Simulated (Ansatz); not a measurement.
# CCSD/cc-pVDZ run of C3H4AlF (SMILES C#[C][Al]([CH3])[F])

Aim: the energy change on altering one bond length of C3H4AlF at CCSD/cc-pVDZ, from 2 runs. 

The calculation is run with Ansatz 0.2.0.

60 further runs of the same task are left out: 60 set aside as unsound or not needed.

## 1. The structure to begin with

C3H4AlF has 9 atoms, charge 0, and is taken as a singlet. As SMILES, `C#[C][Al]([CH3])[F]`. The shape is that of a PBE0-D4/def2-TZVP optimisation.

Bond lengths: C1–C2 1.210 Å, C2–Al3 1.900 Å, Al3–C4 1.931 Å, Al3–F5 1.650 Å, C1–H6 1.067 Å, C4–H7 1.094 Å, C4–H8 1.094 Å, C4–H9 1.092 Å. Some angles: C1–C2–Al3 177.8°, C2–Al3–C4 124.6°, C2–Al3–F5 116.1°, C4–Al3–F5 119.2°, C2–C1–H6 179.6°, Al3–C4–H7 110.8°, Al3–C4–H8 110.9°, Al3–C4–H9 112.0°, H7–C4–H8 106.6°, H7–C4–H9 108.1°.

## 2. The energy at CCSD/cc-pVDZ

Contents of run.yaml:

```yaml
crystal:
  periodic: [false, false, false]
  atoms:
    - symbol: C
      position_ang: [0.214800, 2.769900, 0.344200]
    - symbol: C
      position_ang: [0.305500, 1.631300, -0.055000]
    - symbol: Al
      position_ang: [0.406600, -0.178300, -0.626600]
    - symbol: C
      position_ang: [-0.438400, -1.662200, 0.274100]
    - symbol: F
      position_ang: [1.286200, -0.460300, -1.993400]
    - symbol: H
      position_ang: [0.139200, 3.776200, 0.690400]
    - symbol: H
      position_ang: [-1.159600, -2.156900, -0.383600]
    - symbol: H
      position_ang: [0.298900, -2.419800, 0.555700]
    - symbol: H
      position_ang: [-0.964600, -1.346100, 1.177300]
basis:
  gaussian: {orbitals: cc-pVDZ}
total_charge: 0
correlation: {method: ccsd, frozen_orbitals: {Al: 5, C: 1, F: 1, H: 0}}
accuracy: high
scf: {omitted_lower_state_checks: [cluster_reference, increment]}
```

Started as:

```console
$ ansatz run run.yaml --threads 1 --pin off --max-ram 3480MiB --events-out events.jsonl --progress --plain --runs-dir runs
```

The program printed, shortened:

```text
Warning: RAYON_NUM_THREADS=1 ignored (pool sized by the plan → 1); use --threads N
Functional definition: HF
  name "HF"
[...]
2085 factors; integrals over basis functions are off by at most 7.7e-9 eV
[...]
mean field -12444.70828051 eV, -457.3345939826 hartree, gradient 2.2e-8 eV, S^2 0.000000; 0 other end points of the search recorded, 0 dependent functions left out
9 core orbitals not correlated: weight in the atoms' cores, before any rotation towards them, 1.000 or more for the frozen orbitals, at most 0.000 for the correlated occupied ones
reference -12444.70828051 eV, -457.3345939826 hartree; 13, 13 occupied and 72, 72 virtual orbitals, 2085 factors
second order -17.36338602 eV of doubles, -0.00000000 eV of singles
cycle   1  -17.69421659 eV  change   -3.3e-1 eV  update   1.0e-1
[...]
cycle  22  -18.28630905 eV  change    1.1e-9 eV  update  4.6e-10
Total energy: -12462.99458956 eV, -458.0066034452 hartree
Checks for a lower state left out: cluster_reference, increment
```

Run time: 11 s. Hardware: 1 thread of AMD EPYC 9R45 (Zen 5), shared host; peak memory 0.61 GiB.

## 3. The distorted shape at the same level

Contents of in.yaml:

```yaml
crystal:
  periodic: [false, false, false]
  atoms:
    - {symbol: C, position_ang: [-0.375022, 3.375962, 0.118927]}
    - {symbol: C, position_ang: [-0.284322, 2.237362, -0.280273]}
    - {symbol: Al, position_ang: [-0.183222, 0.427762, -0.851873]}
    - {symbol: C, position_ang: [-1.028222, -1.056138, 0.048827]}
    - {symbol: F, position_ang: [0.696378, 0.145762, -2.218673]}
    - {symbol: H, position_ang: [-0.450622, 4.382262, 0.465127]}
    - {symbol: H, position_ang: [-1.749422, -1.550838, -0.608873]}
    - {symbol: H, position_ang: [0.298900, -2.419800, 0.555700]}
    - {symbol: H, position_ang: [-1.554422, -0.740038, 0.952027]}
basis:
  gaussian: {orbitals: cc-pVDZ}
correlation: {method: ccsd, frozen_orbitals: {Al: 5, C: 1, F: 1, H: 0}}
accuracy: high
scf: {omitted_lower_state_checks: [cluster_reference, increment]}
```

Started as:

```console
$ ansatz run in.yaml --threads 1 --pin off --max-ram 3480MiB --events-out events.jsonl --progress --plain --runs-dir runs
```

The program printed, shortened:

```text
Warning: RAYON_NUM_THREADS=1 ignored (pool sized by the plan → 1); use --threads N
Functional definition: HF
  name "HF"
[...]
2076 factors; integrals over basis functions are off by at most 1.1e-8 eV
[...]
mean field -12440.93069001 eV, -457.1957700923 hartree, gradient 2.8e-8 eV, S^2 0.000000; 0 other end points of the search recorded, 0 dependent functions left out; unrestricted orbitals would lower it
9 core orbitals not correlated: weight in the atoms' cores, before any rotation towards them, 1.000 or more for the frozen orbitals, at most 0.000 for the correlated occupied ones
reference -12440.93069001 eV, -457.1957700923 hartree; 13, 13 occupied and 72, 72 virtual orbitals, 2076 factors
second order -17.62392712 eV of doubles, -0.00000000 eV of singles
cycle   1  -17.99117711 eV  change   -3.7e-1 eV  update   1.3e-1
[...]
cycle  24  -18.81936735 eV  change   -1.3e-9 eV  update   2.7e-9
Total energy: -12459.75005736 eV, -457.8873690862 hartree
Checks for a lower state left out: cluster_reference, increment
```

Wall time 11 s (1 thread of AMD EPYC 9R45 (Zen 5), shared host); peak memory 0.61 GiB.

## 4. Outcome

Level: CCSD/cc-pVDZ, 9 core orbitals frozen.

```
                                                         quantity          value
                                        first shape: total energy  -458.00660 Eh
         first shape: correlation energy (9 core orbitals frozen)     -672.0 mEh
                                       first shape: T1 diagnostic          0.013
                                    distorted shape: total energy  -457.88737 Eh
     distorted shape: correlation energy (9 core orbitals frozen)     -691.6 mEh
                                   distorted shape: T1 diagnostic          0.018
energy change with the C4–H8 bond stretched from 1.094 to 1.969 Å       3.245 eV
```

With the C4–H8 bond stretched from 1.094 to 1.969 Å the energy rises by 3.24 eV (313 kJ/mol). The first shape isn't relaxed at this level, so the change isn't measured from a minimum. The restricted solution (distorted shape) is unstable to spin breaking: an unrestricted one lies lower.
